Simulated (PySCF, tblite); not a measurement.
**C₄H₇FO₃S+ (doublet): geometry, infrared bands and EPR parameters**

What infrared bands and EPR parameters should C₄H₇FO₃S+ (doublet) (`CO[C+](F)[CH]S(C)(=O)=O`) show?

Programs: tblite 0.8.0 and PySCF 2.14.0, with density-fitted response routines of our own. Each step states its level of theory. These are calculated values for one molecule in the gas phase, unless marked as measured. Atoms are numbered from 0 throughout.

## (1) The starting structure

16 atoms, charge 1, multiplicity 2; geometry from: force field or distance geometry start.

Bonds of the start (Å): C0–O1 1.42, O1–C2 1.36, C2–F3 1.36, C2–C4 1.43, C4–S5 1.72, S5–C6 1.77, S5–O7 1.46, S5–O8 1.45, C0–H9 1.10, C0–H10 1.10, C0–H11 1.08, C4–H12 1.08, C6–H13 1.09, C6–H14 1.09, C6–H15 1.09.

## (2) Relaxing the molecule with GFN2-xTB

The job: settings as JSON, then the geometry in Å.

```
{"job": {"kind": "relax", "xc": "GFN2-xTB", "basis": "xTB"}, "charge": 1, "multiplicity": 2}
C      3.014000     0.215200    -0.658600
O      2.066000    -0.446000     0.173200
C      0.824200     0.079900     0.039800
F      0.518300     1.020000    -0.900000
C     -0.211000    -0.477000     0.855200
S     -1.831400     0.106800     0.803400
C     -2.352700    -0.251200    -0.853500
O     -1.822700     1.553200     0.971400
O     -2.616200    -0.728300     1.691600
H      3.061000     1.281900    -0.403200
H      2.741600     0.084400    -1.715200
H      3.986800    -0.230800    -0.489800
H      0.028100    -1.235600     1.583300
H     -3.403200     0.020000    -0.936900
H     -1.770600     0.339300    -1.557800
H     -2.239900    -1.322700    -1.023900
```

On the command line:

```console
OMP_NUM_THREADS=1 python probes_run.py task.json out
```

One launch serves the whole session: the jobs run in the order shown.

The log of the run:

```text
step      E/eV     max force
  0    -862.99995    3.862
  1    -863.41093    1.581
  2    -863.48068    0.633
  3    -863.50724    0.422
  4    -863.52249    0.332
  5    -863.54170    0.358
  6    -863.55072    0.313
  7    -863.55983    0.174
  8    -863.56368    0.189
  9    -863.56629    0.116
 10    -863.56813    0.102
 11    -863.56986    0.091
 12    -863.57146    0.097
 13    -863.57279    0.078
 14    -863.57367    0.075
 15    -863.57425    0.059
 16    -863.57472    0.054
 17    -863.57516    0.056
 18    -863.57563    0.076
 19    -863.57619    0.082
 20    -863.57692    0.076
 21    -863.57780    0.071
 22    -863.57870    0.077
 23    -863.57960    0.081
 24    -863.58064    0.086
 25    -863.58188    0.086
 26    -863.58324    0.080
 27    -863.58453    0.080
 28    -863.58567    0.079
 29    -863.58678    0.084
 30    -863.58781    0.081
 31    -863.58857    0.078
 32    -863.58913    0.061
 33    -863.58968    0.058
 34    -863.59017    0.054
 35    -863.59060    0.053
 36    -863.59104    0.060
 37    -863.59153    0.061
 38    -863.59205    0.064
 39    -863.59247    0.041
 40    -863.59274    0.044
 41    -863.59292    0.034
 42    -863.59309    0.036
 43    -863.59324    0.030
 44    -863.59335    0.021
 45    -863.59347    0.033
 46    -863.59360    0.035
 47    -863.59375    0.032
 48    -863.59390    0.034
 49    -863.59410    0.034
 50    -863.59438    0.051
 51    -863.59472    0.053
 52    -863.59505    0.039
 53    -863.59531    0.044
 54    -863.59553    0.041
 55    -863.59579    0.041
 56    -863.59609    0.051
 57    -863.59638    0.050
 58    -863.59659    0.042
 59    -863.59675    0.035
 60    -863.59689    0.031
 61    -863.59704    0.029
 62    -863.59722    0.029
 63    -863.59743    0.033
 64    -863.59764    0.035
 65    -863.59781    0.031
 66    -863.59793    0.036
 67    -863.59803    0.022
 68    -863.59813    0.018
 69    -863.59823    0.016
 70    -863.59825    0.013
 71    -863.59828    0.011
 72    -863.59831    0.011
 73    -863.59834    0.011
 74    -863.59835    0.011
 75    -863.59837    0.012
 76    -863.59839    0.011
 77    -863.59843    0.017
 78    -863.59847    0.019
 79    -863.59850    0.015
 80    -863.59851    0.010
 81    -863.59853    0.010
```

Run time: 0.61 s. Hardware: 1 thread of Arm Neoverse V1, shared host.

The steps of the relaxation: (not every step is listed)

| step | energy from step 0 (eV) | largest force (eV/Å) |
| --- | --- | --- |
| 0 | 0.0000 | 3.8620 |
| 1 | -0.4110 | 1.5811 |
| 2 | -0.4807 | 0.6335 |
| 3 | -0.5073 | 0.4218 |
| 4 | -0.5225 | 0.3316 |
| 5 | -0.5417 | 0.3576 |
| 6 | -0.5508 | 0.3128 |
| 7 | -0.5599 | 0.1735 |
| 8 | -0.5637 | 0.1887 |
| 14 | -0.5737 | 0.0751 |
| 20 | -0.5770 | 0.0755 |
| 26 | -0.5833 | 0.0801 |
| 32 | -0.5892 | 0.0608 |
| 38 | -0.5921 | 0.0645 |
| 44 | -0.5934 | 0.0215 |
| 50 | -0.5944 | 0.0514 |
| 56 | -0.5961 | 0.0506 |
| 62 | -0.5973 | 0.0290 |
| 68 | -0.5982 | 0.0180 |
| 74 | -0.5984 | 0.0114 |
| 76 | -0.5984 | 0.0114 |
| 77 | -0.5985 | 0.0169 |
| 78 | -0.5985 | 0.0187 |
| 79 | -0.5985 | 0.0147 |
| 80 | -0.5986 | 0.0104 |
| 81 | -0.5986 | 0.0100 |

Close pairs (by a distance rule), those that changed most:

| bond | before (Å) | after (Å) | change (Å) |
| --- | --- | --- | --- |
| S5–C6 | 1.773 | 1.856 | +0.082 |
| C2–C4 | 1.431 | 1.359 | -0.072 |
| O1–C2 | 1.355 | 1.286 | -0.069 |
| C4–S5 | 1.723 | 1.791 | +0.068 |
| C2–F3 | 1.364 | 1.325 | -0.039 |
| S5–O7 | 1.456 | 1.420 | -0.036 |
| S5–O8 | 1.450 | 1.419 | -0.031 |
| C6–H15 | 1.091 | 1.084 | -0.007 |

The final coordinates are the input of the step that follows.

## (3) Vibrational analysis with GFN2-xTB

The job: settings as JSON, then the geometry in Å.

```
{"job": {"kind": "ir", "xc": "GFN2-xTB", "basis": "xTB"}, "charge": 1, "multiplicity": 2}
C      3.087220     0.285580    -0.618357
O      2.032585    -0.437024     0.007748
C      0.825301     0.007268     0.010938
F      0.594792     1.099274    -0.702383
C     -0.189331    -0.554685     0.718733
S     -1.800901     0.220693     0.811162
C     -2.469948    -0.359756    -0.819434
O     -1.702492     1.635073     0.732294
O     -2.563773    -0.429188     1.816176
H      3.132812     1.318099    -0.258634
H      2.948405     0.309718    -1.704149
H      4.002145    -0.246492    -0.364374
H     -0.080553    -1.502388     1.217082
H     -3.502592    -0.018091    -0.812503
H     -1.904417     0.122596    -1.608308
H     -2.416851    -1.441733    -0.846924
```

The log of the run:

```text
mode    cm-1     km/mol
  1     -47.1      1.60
  2      36.8      3.62
  3      75.8      4.58
  4     108.3      1.20
  5     149.7      3.76
  6     161.5      1.29
  7     222.3      6.67
  8     244.7      2.12
  9     248.8     10.44
 10     285.9      5.40
 11     325.8     17.51
 12     389.2     68.62
 13     465.6     66.50
 14     583.1     67.11
 15     596.5      7.32
 16     616.4      9.15
 17     688.8     61.93
 18     712.3     15.67
 19     797.9      5.06
 20     815.2      0.74
 21     894.3     30.99
 22     977.0     43.39
 23    1064.2      0.38
 24    1094.9     29.66
 25    1111.9    117.58
 26    1127.1     96.28
 27    1215.6     32.82
 28    1270.8    147.21
 29    1297.3    191.25
 30    1356.8     20.50
 31    1370.6    115.52
 32    1372.3     42.46
 33    1379.5     42.72
 34    1392.6     16.59
 35    1515.2    307.78
 36    2950.5     13.76
 37    2964.4    139.06
 38    3018.0    140.39
 39    3047.0     32.93
 40    3053.1     10.60
 41    3079.5      4.81
 42    3112.9     59.97
```

It took 0.62 s on 1 thread of Arm Neoverse V1, shared host.

The strongest bands and the atoms that carry them (share of the mass-weighted mode):

| cm⁻¹ | km/mol | atoms |
| --- | --- | --- |
| 1112 | 117.6 | H11 27 %, C0 13 %, O7 13 %, O8 12 % |
| 1127 | 96.3 | O7 17 %, H12 15 %, O8 14 %, C4 11 % |
| 1271 | 147.2 | S5 40 %, O8 28 %, O7 26 % |
| 1297 | 191.2 | C2 50 %, O1 24 % |
| 1371 | 115.5 | H9 40 %, H10 39 % |
| 1515 | 307.8 | C2 59 %, C4 34 % |
| 2964 | 139.1 | H9 70 %, H10 25 % |
| 3018 | 140.4 | H13 82 % |

## (4) g tensor and hyperfine couplings: B3LYP/pcH-1

The job, as its differences from that of step 3:

```diff
@@ -1,2 +1,2 @@
-{"job": {"kind": "ir", "xc": "GFN2-xTB", "basis": "xTB"}, "charge": 1, "multiplicity": 2}
+{"job": {"kind": "epr", "basis": "pcH-1"}, "charge": 1, "multiplicity": 2}
 C      3.087220     0.285580    -0.618357
```

With the program's defaults for keys left out, this is: UKS B3LYP, pcH-1 on C F H O S, non-relativistic, mean-field spin-orbit, GIAO.

The log of the run:

```text
UKS, coarse grid
  cycle   1  E = -879.50217513  |g| = 1.06e+00
  cycle   2  E = -875.12268502  |g| = 3.11e+00
  cycle   3  E = -879.78240651  |g| = 5.33e-01
  cycle   4  E = -879.89717679  |g| = 2.25e-01
  cycle   5  E = -879.90669572  |g| = 1.44e-01
  cycle   6  E = -879.91413689  |g| = 2.43e-02
  cycle   7  E = -879.91436421  |g| = 1.32e-02
  cycle   8  E = -879.91442962  |g| = 5.01e-03
  cycle   9  E = -879.91444901  |g| = 2.94e-03
  cycle  10  E = -879.91445956  |g| = 1.41e-03
  cycle  11  E = -879.91446311  |g| = 1.28e-03
  cycle  12  E = -879.91446615  |g| = 5.37e-04
UKS, final grid
  cycle   1  E = -879.91437791  |g| = 7.93e-04
  cycle   2  E = -879.91437732  |g| = 1.77e-03
  cycle   3  E = -879.91437849  |g| = 2.04e-04
  cycle   4  E = -879.91437857  |g| = 2.12e-04
  cycle   5  E = -879.91437873  |g| = 1.01e-04
  cycle   6  E = -879.91437874  |g| = 2.80e-05
  cycle   7  E = -879.91437874  |g| = 1.58e-05
E = -879.91437874 Eh   <S^2> = 0.7564 (exact 0.7500)
g shifts (ppm)      1          2          3
  rmc          -199       -199       -199
  gc              7         47         50
  oz_so          71       2036       5362
  total        -122       1885       5212
hyperfine (MHz)  atom isotope    a_iso     a_fc   dipolar eigenvalues
    0   13C      -7.28      -7.31     -2.28      0.02      2.26
    1   17O     -23.49     -23.36    -67.55     32.99     34.57
    2   13C     -29.32     -29.39     -6.76     -1.81      8.57
    3   19F      14.97      14.06    -57.06    -51.81    108.87
    4   13C      58.11      58.00    -53.74    -52.61    106.35
    5   33S     -13.90     -13.94     -2.52      0.31      2.21
    6   13C      32.03      32.07    -10.46    -10.31     20.77
    7   17O       0.49       0.67     -9.04      3.39      5.65
    8   17O      -0.10       0.08    -10.80      4.65      6.14
    9    1H      39.03      39.03     -2.99     -1.07      4.06
   10    1H      48.74      48.74     -2.91     -0.98      3.89
   11    1H      -0.50      -0.51     -2.10     -1.94      4.04
   12    1H     -41.16     -41.21    -23.29     -3.83     27.12
   13    1H      46.80      46.80     -5.46     -2.27      7.73
   14    1H      -6.54      -6.53     -6.02      0.18      5.84
   15    1H      -6.79      -6.79     -6.21     -0.47      6.68
```

Wall time 2.4 min (1 thread of Arm Neoverse V1, shared host); peak memory 1.2 GiB.

Principal g values 2.00220, 2.00420, 2.00753; g(iso) = 2.00464, against 2.00232 for a free electron.

Mean a(iso) over the nuclei that a row names, and the largest dipolar term of the row (other rows stand at the frozen geometry):

| nuclei | isotope | a(iso) (MHz) | a(iso) (G, at g = 2.0023) | largest dipolar term (MHz) |
| --- | --- | --- | --- | --- |
| C4 | 13C | 58.1 | 20.7 | 106.4 |
| H12 | 1H | -41.2 | -14.7 | 27.1 |
| C6 | 13C | 32.0 | 11.4 | 20.8 |
| C2 | 13C | -29.3 | -10.5 | 8.6 |
| H9, H10, H11 | 1H | 29.1 | 10.4 | 4.1 |
| O1 | 17O | -23.5 | -8.4 | -67.6 |
| F3 | 19F | 15.0 | 5.3 | 108.9 |
| S5 | 33S | -13.9 | -5.0 | -2.5 |
| H13, H14, H15 | 1H | 11.2 | 4.0 | 7.7 |
| C0 | 13C | -7.3 | -2.6 | -2.3 |
| O7, O8 | 17O | 0.2 | 0.1 | -10.8 |

Mulliken spin populations:

C0 -0.01; O1 0.19; C2 0.02; F3 0.02; C4 0.64; S5 -0.01; C6 0.09; O7 0.02; O8 0.02; H9 0.02; H10 0.02; H11 0.00; H12 -0.02; H13 0.02; H14 0.00; H15 0.00

In first order the couplings over 0.8 MHz of 1H, 19F give 64 distinct lines over 63.1 G, if the averaged nuclei exchange fast.

The fields below are evaluated on a grid from the run's orbitals.

ELF in a plane through or near 9 of the atoms.

Ten even steps from ' ' (0.00) to '@' (1.00):
```
                                                        
                                                        
                                                        
                                                        
                              ..**%%++                  
          --%%@@@@::          ==@@@@@@==::==::          
          **@@@@@@==    ..    --@@@@@@**%%@@@@..        
          ==@@@@@@==  ..::..  ..%%@@##==@@@@@@==        
          ::##@@%%::  ..::..    --**--::@@@@@@--        
      ..++##**..====--======..  ..**++==##%%##..        
      **@@@@@@--**%%##++::##**==::**##==....            
      ##@@@@@@**##==--**::@@==**##==++::                
      ==@@@@%%::++%%%%==++##@@--##--======--..          
        ==##::  ==%%##..::++==**==::++##%%**::          
                ..==--  ..**%%##....**%%%%**::          
                          --**--  ..**##++::            
                            ..      ::--::              
                                                        
                                                        
                                                        
```
The map spans 13.1 Å across and 8.7 Å up, centred on the molecule. Atoms in the plane (x, y in Å): C0 (-3.1, 0.2), O1 (-2.0, -0.5), C2 (-0.8, -0.2), C4 (0.3, -1.0), C6 (2.4, 0.8), H10 (-3.1, 1.2), H11 (-4.0, -0.4), H13 (3.4, 1.0), H14 (1.7, 1.6).

log10 of the density (e/Å³) in the same plane.

Ten even steps from ' ' (-4.0) to '@' (1.7):
```
                                                        
                                                        
                                  ....                  
                              ..::::::::....            
          ..::::::..        ..::--====--::::..          
        ..--======--::::::::::--++**++++====--..        
      ..::==++**++==--======--==++##****++++==::..      
      ..--==**##**++====++======++########**++--..      
    ..::--++**##**++++++++++====++**%%%%##**++--..      
    ..--==**######**********++==++**####**++==::..      
    ::--++**################************++==--::        
    ::--++**##**##%%%%##########********++==--..        
    ..--==++++++**####****##@@##********++++--..        
      ::--======++****++++**####******##**++==::        
      ..::::::--==========++****++++**##**++==::        
            ....::::::----==========++++++==--..        
                    ....::----------======--::          
                        ....::::..::::--::::            
                                    ....                
                                                        
```
The map spans 13.1 Å across and 8.7 Å up, centred on the molecule. Atoms in the plane (x, y in Å): C0 (-3.1, 0.2), O1 (-2.0, -0.5), C2 (-0.8, -0.2), C4 (0.3, -1.0), C6 (2.4, 0.8), H10 (-3.1, 1.2), H11 (-4.0, -0.4), H13 (3.4, 1.0), H14 (1.7, 1.6).

On the surface of density 0.002 e/bohr³ the electrostatic potential runs, from the 1st to the 99th percentile, from 1.79 V near O8 to 6.74 V near C2.

The spin density lies nearest to C4 45 %; O1 17 %; C2, C6 about 7 % each; H12 7 %.

## (5) What came out

| quantity | value |
| --- | --- |
| strongest single infrared mode (GFN2-xTB) | 1515 cm⁻¹, 308 km/mol |
| zero-point energy (GFN2-xTB) | 67.5 kcal/mol |
| g(iso) (B3LYP) | 2.00464 |
| ⟨S²⟩ | 0.756 (exact 0.75) |
| largest a(iso) (averaged by class) | 13C on C4, 58.1 MHz |

What this shows: Over 81 steps the energy fell by 0.599 eV; of the close pairs, S5–C6 changed most, 1.773 to 1.856 Å. The lowest mode is imaginary (47i cm⁻¹), so the xTB geometry is not a minimum. The strongest single mode, at 1515 cm⁻¹, moves mainly C2 and C4. Unscaled tight-binding wavenumbers are off by several per cent, some by more. Its intensities can rank the bands wrongly. Most of the unpaired spin sits on C4 (0.64 e). The isotropic g lies 2.3 ppt above the free-electron value.
